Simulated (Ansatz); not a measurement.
# CH₄AlBO: up Jacob's ladder to CCSD(T)

The task here is to estimate one member of a computed series from the others.

Computed with Ansatz 0.2.0, Gaussian basis. Level: functionals in def2-TZVPP, the program's frozen cores in correlated methods.

Plan: LDA (SPW92), PBE-D4, revPBE-D4, BLYP-D4, r2SCAN-D4, B97M-V, PBE0-D4, B3LYP-D4, r2SCANh-D4, r2SCAN0-D4, HSE06-D4, BHLYP-D4, CAM-B3LYP-D4, LC-ωPBE, ωB97X-V, ωB97M-V, B2PLYP, PBE-QIDH; CCSD(T)/def2-SVP; CCSD(T)/def2-TZVPP; MP2/def2-QZVPP; extrapolation to the limit; RPA on PBE.

1 further run of the same task is left out (it didn't finish).

### The relaxed structure

The geometry comes from an earlier relaxation with PBE0-D4 in a triple-zeta def2 set; it is a stationary point, not always the lowest conformer.

SMILES `[CH3][Al]1[BH][O]1`, 8 atoms, charge 0, spin multiplicity 1.

Atoms are counted from 1 here; the program's logs count them from 0.

Bond lengths: C1–Al2 1.943 Å, C1–H5 1.091 Å, C1–H6 1.094 Å, C1–H7 1.094 Å, Al2–B3 1.995 Å, Al2–O4 1.816 Å, B3–O4 1.331 Å, B3–H8 1.197 Å. Angles: Al2–C1–H5 113.1°, Al2–C1–H6 109.7°, Al2–C1–H7 109.7°, H5–C1–H6 108.4°, H5–C1–H7 108.4°, H6–C1–H7 107.4°, C1–Al2–B3 160.9°, C1–Al2–O4 120.4°, B3–Al2–O4 40.5°, Al2–B3–O4 62.5°, Al2–B3–H8 166.0°, O4–B3–H8 131.6°, Al2–O4–B3 77.0°.

The first run:

Input file in.yaml:

```yaml
crystal:
  periodic: [false, false, false]
  atoms:
    - {symbol: C, position_ang: [-0.851549, 1.280052, -0.430709]}
    - {symbol: Al, position_ang: [-0.025327, -0.472062, -0.276855]}
    - {symbol: B, position_ang: [1.119021, -1.965061, 0.388352]}
    - {symbol: O, position_ang: [1.186756, -0.803407, 1.033534]}
    - {symbol: H, position_ang: [-1.558424, 1.348049, -1.259097]}
    - {symbol: H, position_ang: [-1.381543, 1.520569, 0.496055]}
    - {symbol: H, position_ang: [-0.078287, 2.041239, -0.573149]}
    - {symbol: H, position_ang: [1.681352, -3.006477, 0.565970]}
basis:
  gaussian: {orbitals: def2-TZVPP}
hamiltonian: {xc: lda}
output: {orbitals: {seedname: orbitals}}
```

Launch:

```console
$ ansatz run in.yaml --threads 2 --pin off --events-out ev --progress --plain --max-ram 4352MiB
```

Among the steps run: LDA; PBE-D4 (GGA); revPBE-D4 (GGA); BLYP-D4 (GGA); r2SCAN-D4 (meta-GGA); B97M-V (meta-GGA); B3LYP-D4 (hybrid); r2SCANh-D4 (hybrid); r2SCAN0-D4 (hybrid); HSE06-D4 (hybrid); BHLYP-D4 (hybrid); CAM-B3LYP-D4 (range-separated); LC-ωPBE (range-separated); ωB97X-V (range-separated); ωB97M-V (range-separated); B2PLYP (double hybrid); PBE-QIDH (double hybrid).

One table of the session follows, with a row left open; its other results are not shown here.

It belongs to the step «Orbital energies across the functionals». 

```
  functional  HOMO (eV)  gap (eV)
 LDA (SPW92)      -4.98      2.67
      PBE-D4      -4.86      2.76
   revPBE-D4      -4.81      2.79
     BLYP-D4      -4.75      2.78
   r2SCAN-D4      -5.02      3.12
      B97M-V      -5.04      3.13
     PBE0-D4      -5.88      4.62
    B3LYP-D4      -5.72      4.27
  r2SCANh-D4      -5.40      3.82
  r2SCAN0-D4      -5.98      4.84
    HSE06-D4      -5.48      3.85
    BHLYP-D4      -6.82      6.42
CAM-B3LYP-D4      -7.14      6.90
     LC-ωPBE      -8.35      9.18
     ωB97X-V          ?         ?
     ωB97M-V      -7.89      8.43
```

**Question.** Estimate the row for ωB97X-V.

**Answer.** HOMO (eV): -8.06; gap (eV): 8.80. In the column «HOMO (eV)» it lies between LC-ωPBE (-8.35) and ωB97M-V (-7.89).
